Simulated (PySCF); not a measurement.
# H2OSm (Sm(H2O)3+): the cost of one run

The runs use PySCF 2.14.0; PBE0, Sm lcecp-1-SVP with ECP51, O def2-SVP, H def2-SVP; scalar-relativistic core potentials, no spin–orbit coupling.

**1. Starting geometry**

4 atoms, charge 3, spin multiplicity 1.

Bond lengths: Sm1–O2 2.498 Å, O2–H3 0.970 Å, O2–H4 0.970 Å. Angles: Sm1–O2–H3 127.5°, Sm1–O2–H4 127.5°, H3–O2–H4 105.1°.

As a file:

```xyz
4
charge 3, multiplicity 1
Sm    0.0000    0.0000    0.0000
O     0.0000    0.0000    2.4975
H     0.7700    0.0000    3.0875
H    -0.7700    0.0000    3.0875
```

Formal oxidation states: Sm +3. Each metal's 5 4f electrons lie in its core potential, so multiplicities, spins and levels count the valence alone.

**2. SCF at the start, singlet**

run.py (the lines that set the calculation)

```python
mol = gto.M(atom='''
Sm     0.00000     0.00000     0.00000
O      0.00000     0.00000     2.49750
H      0.77000     0.00000     3.08750
H     -0.77000     0.00000     3.08750''',
    basis={'Sm': 'lcecp-1-SVP', 'O': 'def2-SVP', 'H': 'def2-SVP'},
    ecp={'Sm': 'lcecp-1-SVP'},
    charge=3, spin=0)
mf = dft.RKS(mol, xc='PBE0')
mf.grids.atom_grid = (50, 194)  # f atoms: unpruned, at least (60, 302)
mf = mf.density_fit()  # fitting sets: Sm AutoAux, O def2-universal-JKFIT, H def2-universal-JKFIT
mf.conv_tol = 1e-08; mf.max_cycle = 55
mf.kernel(dm0)  # dm0: free metal ions and neutral atoms
```

Command:

```bash
> OMP_NUM_THREADS=2 python run.py
```

What time and memory should one allow on 2 threads of Intel Xeon Platinum 8259CL at 2.50GHz (Skylake/Cascade Lake), shared host?

About 3.1 s, with a peak of 0.33 GiB.
